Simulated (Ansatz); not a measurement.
# CdH7NOSi2: basis-set convergence

Aim: see how fast density functionals converge with the basis set for CdH7NOSi2.

Program: Ansatz 0.2.0, Gaussian basis. Level of theory: one geometry, several basis sets. These are calculated values, not measurements.

The runs, in order: PBE0-D4/def2-SVP; ωB97M-V/def2-SVP; PBE0-D4/def2-QZVPP; ωB97M-V/def2-QZVPP; the functionals' def2-TZVPP values are taken from earlier runs.

## Step 1: The relaxed structure

An earlier PBE0-D4 in a triple-zeta def2 set relaxation fixed the geometry. Cd takes the def2 core potential; no spin-orbit term is included.

12 atoms, charge 0, spin multiplicity 1.

Atoms are counted from 1 here; the program's logs count them from 0.

Bond lengths: O1–Cd2 1.957 Å, O1–H6 0.960 Å, Cd2–N3 2.011 Å, N3–Si4 1.720 Å, N3–Si5 1.720 Å, Si4–H7 1.491 Å, Si4–H8 1.491 Å, Si4–H9 1.492 Å, Si5–H10 1.491 Å, Si5–H11 1.491 Å, Si5–H12 1.492 Å. Angles: Cd2–O1–H6 112.7°, O1–Cd2–N3 176.1°, Cd2–N3–Si4 118.0°, Cd2–N3–Si5 118.0°, Si4–N3–Si5 123.9°, N3–Si4–H7 112.3°, N3–Si4–H8 112.1°, N3–Si4–H9 108.8°, H7–Si4–H8 107.3°, H7–Si4–H9 107.9°, H8–Si4–H9 108.3°, N3–Si5–H10 112.1°, N3–Si5–H11 112.3°, N3–Si5–H12 108.8°, H10–Si5–H11 107.3°, H10–Si5–H12 108.3°, H11–Si5–H12 107.9°.

## Step 2: PBE0-D4 in def2-SVP

in.yaml reads:

```yaml
crystal:
  periodic: [false, false, false]
  atoms:
    - {symbol: O, position_ang: [0.091663, 3.627788, 0.978160]}
    - {symbol: Cd, position_ang: [0.027040, 1.744651, 0.448788]}
    - {symbol: N, position_ang: [0.050276, -0.215904, 0.002822]}
    - {symbol: Si, position_ang: [-1.087571, -1.237525, 0.790205]}
    - {symbol: Si, position_ang: [1.185709, -0.765513, -1.166408]}
    - {symbol: H, position_ang: [-0.482173, 4.182934, 0.445356]}
    - {symbol: H, position_ang: [-2.038822, -1.870969, -0.167939]}
    - {symbol: H, position_ang: [-0.423758, -2.337039, 1.546972]}
    - {symbol: H, position_ang: [-1.881504, -0.420017, 1.753201]}
    - {symbol: H, position_ang: [2.091531, -1.814751, -0.617901]}
    - {symbol: H, position_ang: [0.523820, -1.338904, -2.373594]}
    - {symbol: H, position_ang: [2.020790, 0.390251, -1.605563]}
basis:
  gaussian: {orbitals: def2-SVP}
hamiltonian: {xc: pbe0, dispersion: d4}
output: {orbitals: {seedname: orbitals}}
```

Command:

```console
ansatz run in.yaml --threads 4 --pin off --events-out ev --progress --plain --max-ram 11315MiB
```

After this run come: ωB97M-V in def2-SVP; PBE0-D4 in def2-QZVPP; ωB97M-V in def2-QZVPP.

**Question.** What will the summary of the whole plan be? Wanted: PBE0-D4: double and triple zeta above quadruple; ωB97M-V: double and triple zeta above quadruple.

As calculated:

| quantity | value |
| --- | --- |
| PBE0-D4: double and triple zeta above quadruple | 12.18, 0.91 eV |
| ωB97M-V: double and triple zeta above quadruple | 12.36, 0.85 eV |

In words: For PBE0-D4 the step from double to triple zeta gains 11.28 eV and the next only 0.91 eV. These are total energies; as a rule much of such shifts cancels in differences, which this series doesn't test.
